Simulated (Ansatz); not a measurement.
**Os: response to strain**

Os is deformed so: zz strain of -3 %. What stress and forces result, by LAPW, PAW and all-electron datasets made for the crystal?

Program: Ansatz 0.2.0. Level of theory: DFT PBEsol, scalar-relativistic. These are calculated values, not measurements.

## Step 1: The starting structure

It takes space group Fm-3m (No. 225, cubic). The conventional cell has a = 3.890 Å, b = 3.890 Å, c = 3.890 Å, α = 90.00°, β = 90.00°, γ = 90.00°. Os (site symmetry m-3m) has 12 Os at 2.75 Å as nearest neighbours.

Coordinates:

```xyz
1
Lattice="0.0000 1.9450 1.9450 1.9450 0.0000 1.9450 1.9450 1.9450 0.0000" Properties=species:S:1:pos:R:3 pbc="T T T"
Os    0.0000    0.0000    0.0000
```

## Step 2: The deformed structure

Space group Fm-3m before, I4/mmm after.

## Step 3: All-electron LAPW

input.yaml

```yaml
crystal:
  lattice:
    - [0.0, 1.945, 1.88665]
    - [1.945, 0.0, 1.88665]
    - [1.945, 1.945, 0.0]
  atoms:
    - { symbol: Os, position: [0.0, 0.0, 0.0] }
kpoints:
  mp_grid: { grid: [14, 14, 14] }
  band_path:
    path:
      - [0.0, 0.0, 0.0]
      - [0.0, 0.5, 0.5]
      - [0.25, 0.75, 0.5]
      - [0.0, 0.5, 0.0]
      - [0.0, 0.0, 0.0]
      - [0.5, 0.5, 0.0]
      - [0.3828515251, 0.6171484749, 0.0]
      - [-0.3828515251, 0.3828515251, 0.0]
      - [0.0, 0.0, 0.0]
    npoints: 5
scf:
  occupations: { method: fermi_dirac, width: 0.05 }
hamiltonian:
  xc: pbesol
  pseudopotentials: { kind: all_electron, lapw: { basis_error: 0.0005 } }
output:
  forces: true
  stress: true
  eigenvalues: true
```

Started as:

```console
$ ansatz run input.yaml --threads 1 --pin off --max-ram 3072MiB --backend cpu --events-out ev --progress --plain --runs-dir out
```

## Step 4: PAW with frozen cores

input.yaml

```yaml
crystal:
  lattice:
    - [0.0, 1.945, 1.88665]
    - [1.945, 0.0, 1.88665]
    - [1.945, 1.945, 0.0]
  atoms:
    - { symbol: Os, position: [0.0, 0.0, 0.0] }
kpoints:
  mp_grid: { grid: [14, 14, 14] }
scf:
  occupations: { method: fermi_dirac, width: 0.05 }
hamiltonian:
  xc: pbesol
  pseudopotentials: { kind: paw }
output:
  forces: true
  stress: true
  eigenvalues: true
  efg: { contact_densities: true }
```

## Step 5: Datasets made for this crystal

input.yaml: that of step 4 with these lines changed.

```diff
@@ -13,3 +13,3 @@
   xc: pbesol
-  pseudopotentials: { kind: paw }
+  pseudopotentials: { kind: all_electron, datasets: crystal }
 output:
```

(Steps that only read results are left out.)

Before running it: what results should come out? Wanted: pressure; largest shear or deviatoric stress.

As calculated:

| quantity | value |
| --- | --- |
| pressure | LAPW -9.06, PAW -9.07, crystal datasets -9.06 GPa |
| largest shear or deviatoric stress (LAPW) | 6.23 GPa |

What this shows: The largest part of the stress beyond the pressure is 6.23 GPa in size, in the zz component. No run of the undeformed cell stands beside it, so the pressure holds what the given cell had before the change. PAW: stress within 0.01 GPa of LAPW. Crystal datasets: stress within 0.01 GPa of LAPW. Spin-orbit coupling is left out, though the cell holds Os; in elements this heavy it can shift bands and gaps by tenths of an eV.
